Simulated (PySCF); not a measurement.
# CH7BSn: the cost of one run

Computed with PySCF 2.14.0 and routines of our own; the level stands in each step. Atoms count from 0.

### Step 1. The system as given

10 atoms, charge 0, multiplicity 1; geometry from: GFN2-xTB.

### Step 2. Optimising the geometry at PBE0-D3(BJ)/def2-SVP

The job: settings as JSON, then the geometry in Å.

```
{"job": {"xc": "PBE0", "basis": "def2-SVP", "d3": "d3bj", "grid": 1, "maxiter": 30, "shake": 0.01, "kind": "geom"}, "charge": 0, "multiplicity": 1}
B      2.084640    -0.292850    -0.036910
Sn     0.135590     0.741480     0.230960
C     -1.583250    -0.533900    -0.214390
H      2.539570    -0.929290     0.800990
H      2.639840    -0.196510    -1.057240
H     -0.133590     1.334910     1.775190
H     -0.065760     2.118250    -0.695400
H     -1.514980    -0.857970    -1.242510
H     -1.555720    -1.401370     0.453360
H     -2.495890    -0.003670    -0.035100
```

Command:

```
> OMP_NUM_THREADS=1 python heavy_run.py task.json out
```

This one command runs all jobs of the session in turn.

**Question.** How long does this first job take on 1 thread of Arm Neoverse V2, shared host, and how much memory does it need?

About 14 s, with a peak of 0.37 GiB.
